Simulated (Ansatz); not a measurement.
# Si16As: the cost of one run

Program: Ansatz 0.2.0. Level of theory: DFT PBE, plane waves, PAW, scalar-relativistic, collinear spin. These are calculated values, not measurements.

## 1. Starting point

The cell holds 17 atoms (AsSi16): a = 7.679 Å, b = 7.679 Å, c = 7.679 Å, α = 60.00°, β = 60.00°, γ = 60.00°.

Its coordinates follow in the input file.

## 2. Relaxing end A

The input, input.yaml:

```yaml
crystal:
  lattice:
    - [0.0, 5.43, 5.43]
    - [5.43, 0.0, 5.43]
    - [5.43, 5.43, 0.0]
  atoms:
    - { symbol: Si, position: [0.0, 0.0, 0.0] }
    - { symbol: Si, position: [0.125, 0.125, 0.125] }
    - { symbol: Si, position: [0.0, 0.0, 0.5] }
    - { symbol: Si, position: [0.125, 0.125, 0.625] }
    - { symbol: Si, position: [0.0, 0.5, 0.0] }
    - { symbol: Si, position: [0.125, 0.625, 0.125] }
    - { symbol: Si, position: [0.0, 0.5, 0.5] }
    - { symbol: Si, position: [0.125, 0.625, 0.625] }
    - { symbol: Si, position: [0.5, 0.0, 0.0] }
    - { symbol: Si, position: [0.625, 0.125, 0.125] }
    - { symbol: Si, position: [0.5, 0.0, 0.5] }
    - { symbol: Si, position: [0.625, 0.125, 0.625] }
    - { symbol: Si, position: [0.5, 0.5, 0.0] }
    - { symbol: Si, position: [0.625, 0.625, 0.125] }
    - { symbol: Si, position: [0.5, 0.5, 0.5] }
    - { symbol: Si, position: [0.625, 0.625, 0.625] }
    - { symbol: As, position: [0.2434156, 0.7538415, 0.7471958], spin: 1.0 }
magnetization:
  spin_polarized: true
basis:
  ecutwfc: 420.0
kpoints:
  mp_grid: { grid: [2, 2, 2] }
hamiltonian:
  xc: pbe
  pseudopotentials: { kind: paw, azcp: { folder: soft_1 } }
scf:
  occupations: { method: gaussian, width: 0.02 }
  lower_state_search: "off"
relax:
  f_tol: 0.03
  max_steps: 60
  adjacent_minimum: "off"
output:
  write_density: true
  write_potential: true
  elf: true
  volumetric_format: npy
```

Started as:

```bash
ansatz run input.yaml --threads 2 --pin off --max-ram 5120MiB --backend cpu --events-out ev --progress --plain --runs-dir out
```

What time and memory should one allow on 2 threads of Arm Neoverse V2, shared host?

About 66 s, with a peak of 0.72 GiB.
